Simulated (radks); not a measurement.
# Gd⁶¹⁺ in 1s1 2s1 3s1: an all-electron calculation

Wanted: eigenvalues, radial structure and energy terms of the gadolinium ion Gd61+.

Program: radks (a radial shooting solver on a logarithmic mesh, Libxc functionals) version 1. Level of theory: Dirac Kohn-Sham, LDA (Slater exchange, Perdew-Wang correlation), spin-unpolarised, spherical densities, finite nucleus. These are calculated values, not measurements, unless marked.

## (1) What is computed

| Item | Value |
| --- | --- |
| element | gadolinium (Z = 64) |
| charge | +61 |
| electrons | 3 |
| configuration | 1s1 2s1 3s1 |
| nuclear rms radius | 5.1569 fm |

Outer shells as boxes (Hund's rule):

Gd⁶¹⁺
```
1s [↑ ]
2s [↑ ]
3s [↑ ]
```

## (2) The calculation

The run's settings:

```text
Z 64
configuration 1s1 2s1 3s1 2p0 4s0
relativity Dirac
functional lda,pw
spin unpolarised
j_filling average
nucleus finite rms 5.1569 fm
c 137.035999084
```

On the command line:

```
> python run_ks.py task.json out
```

The same process makes all the runs of this session.

What does the calculation give?

**Answer**, as computed:

```
                        quantity                    value
                    total energy       -2932.6112 hartree
exchange-correlation share of it                   0.79 %
                            −T/E                   1.1354
          highest occupied level        3s1/2, -6188.4 eV
    most extended occupied level  3s1/2, <r> = 0.202 bohr
 radius at density 0.001 e/bohr³               0.537 bohr
    maxima of the radial density                        3
```

The radial density shows 3 maxima for 3 occupied principal shells. −T/E is 1.135: with relativity the kinetic term as defined here no longer equals −E. This is not the tabulated ground configuration, so its levels and sizes aren't those of the ground state, and no measured value stands beside it.
